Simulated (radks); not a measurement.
# Nuclear size and the levels of Ir⁺

One table from this session's results is given with a row withheld; the runs are named, their logs left out.

Method: Dirac Kohn-Sham, PBE, spin-unpolarised, spherical densities, finite nucleus; open shells fill j = l - 1/2 first. Code: radks (a radial shooting solver on a logarithmic mesh, Libxc functionals) version 1.

## The system

```
element            : iridium (Z = 77)
charge             : +1
electrons          : 76
configuration      : [Xe] 4f14 5d7 6s1
nuclear rms radius : 5.4032 fm
```

Set-up of the first run:

The run's settings:

```text
Z 77
configuration [Xe] 4f14 5d7 6s1 6p0 7s0
relativity Dirac
functional pbe,pbe
spin unpolarised
j_filling energy
nucleus finite rms 5.4032 fm
c 137.035999084
```

Among the steps run: rms radius 5.4032 fm.

One of the session's tables, all rows but one given; the rest of the session is left out.

It belongs to the step «rms radius 5.4032 fm». Sizes of the orbitals, from the radial functions (bohr):

```
level     <r>  outermost maximum (interpolated)  90 % within  nodes
4f5/2  0.5315                             0.393        0.863      0
4f7/2  0.5392                             0.397        0.876      0
5p3/2   1.165                              1.03         1.70      3
5d3/2   1.638                              1.28         2.55      2
5d5/2       ?                                 ?            ?      ?
6s1/2   2.711                              2.33         3.97      5
6p1/2   3.416                              2.85         5.09      4
6p3/2   3.756                              3.16         5.57      4
```

Estimate the missing values for 5d5/2.

**Answer.** <r>: 1.704; outermost maximum (interpolated): 1.32; 90 % within: 2.66; nodes: 2. In the column «<r>» it lies between 5d3/2 (1.638) and 6s1/2 (2.711).
